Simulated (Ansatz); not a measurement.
Task: the orbital character of the bands of IrRu, space group R-3m, with Ansatz 0.2.0 through its Python package. Give the script and its output. Settings: r2SCAN, PAW, the default cutoff (500 eV here), 10×10×10 k-points, Fermi-Dirac smearing of 0.1 eV.

```
Ru Ir
1.0
     1.34814    0.77835    4.42578
    -1.34814    0.77835    4.42578
     0.00000   -1.55670    4.42578
Ru Ir
1 1
Direct
  0.50000 0.50000 0.50000
  0.00000 0.00000 0.00000
```

The script, `irru_fatbands.py`:
```python
"""Fat bands of IrRu at high-symmetry points."""

from pathlib import Path
import warnings

import ansatz as az
import pandas as pd

FILLING = "fermi_dirac"
SMEARING_WIDTH = 0.1
XC = "r2scan"

warnings.simplefilter("ignore", az.DeckWarning)

lattice = az.Lattice.of(
    (1.34814291, 0.77835067, 4.42578263),
    (-1.34814291, 0.77835067, 4.42578263),
    (0.0, -1.55670134, 4.42578263),
)
sites = [
    ("Ru", (0.5, 0.5, 0.5)),
    ("Ir", (0.0, 0.0, 0.0)),
]
system = az.Crystal(lattice=lattice)
for symbol, position in sites:
    system = system.atom(symbol, position)

points = {"H_0": (0.5, -0.18729, 0.18729), "L": (0.5, 0.0, 0.0), "G": (0.0, 0.0, 0.0), "S_0": (0.34364, -0.34364, 0.0)}
model = (
    system.calculation()
    .occupations(FILLING, width=SMEARING_WIDTH)
    .functional(XC)
    .kpoints(10)
    .band_structure(list(points.values()), intervals=1)
    .fat_bands()
)
with warnings.catch_warnings(record=True) as caught:
    warnings.simplefilter("always")
    out = model.run(threads=1, backend="cpu")
print("warnings raised:", sorted(w.category.__name__ for w in caught) or "none")
summary = out.report
file = Path(out.write_results("results")) / "fatbands.tsv"
names = file.read_text().splitlines()[0].lstrip("# ").split("\t")
table = pd.read_csv(file, sep="\t", comment="#", names=names)
near = table[table.e_minus_ef.abs() < 2]
for ik, label in enumerate(points):
    print(label)
    for _, row in near[near.ik == ik].iterrows():
        main = row[names[4:]].astype(float).nlargest(2)
        print(f"   band {int(row.band):3d} {row.e_minus_ef:7.3f} eV  " + ", ".join(f"{k} {v:.2f}" for k, v in main.items()))
```

Running `python irru_fatbands.py` prints:
```text
warnings raised: ['DeckWarning', 'PlacementWarning']
H_0
   band  14  -1.270 eV  ru0_l2_4D 0.56, ir1_l2_5D 0.43
   band  15  -1.171 eV  ru0_l2_4D 0.70, ir1_l2_5D 0.29
   band  16   0.978 eV  ir1_l2_5D 0.65, ru0_l2_4D 0.34
   band  17   1.131 eV  ru0_l2_4D 0.73, ir1_l2_5D 0.26
L
   band  14  -1.780 eV  ir1_l2_5D 0.99, ru0_l1_4P 0.00
   band  15  -1.044 eV  ru0_l2_4D 0.99, ir1_l1_5P 0.00
   band  16   1.368 eV  ir1_l2_5D 1.00, ru0_l1_4P 0.00
   band  17   1.781 eV  ru0_l2_4D 1.00, ir1_l1_5P 0.00
G
   band  15  -0.659 eV  ru0_l2_4D 0.56, ir1_l2_5D 0.44
   band  16  -0.659 eV  ru0_l2_4D 0.56, ir1_l2_5D 0.44
   band  17   0.146 eV  ir1_l1_5P 0.00, ru0_l1_4P 0.00
   band  18   1.399 eV  ru0_l2_4D 0.60, ir1_l2_5D 0.40
   band  19   1.399 eV  ru0_l2_4D 0.60, ir1_l2_5D 0.40
S_0
   band  14  -1.434 eV  ru0_l2_4D 0.64, ir1_l2_5D 0.35
   band  15  -0.896 eV  ru0_l2_4D 0.61, ir1_l2_5D 0.38
   band  16   0.711 eV  ir1_l2_5D 0.50, ru0_l2_4D 0.49
   band  17   1.133 eV  ru0_l2_4D 0.59, ir1_l2_5D 0.40
```

Reading the output:
- For a metal this k-point mesh is coarse: on a finer one energies can move by several to tens of meV an atom and pressures by half a GPa or more, differences at one mesh by less.
- The structure comes from a database of computed cells and needn't be a stable or known phase.
- Gaps and levels are Kohn-Sham values on a finite set of k-points, without spin-orbit coupling.
- Energies are less the Fermi level and bands count from 0. Only the largest channels are printed, equivalent atoms hold more, and in degenerate sets the split between sites is arbitrary; shells that the potentials lack have no channel.
- Wall time of the script: 6.4 s on 1 thread of AMD EPYC 7R43 64-Core Processor (Zen 3), with other jobs on the host, peak memory 0.52 GiB.
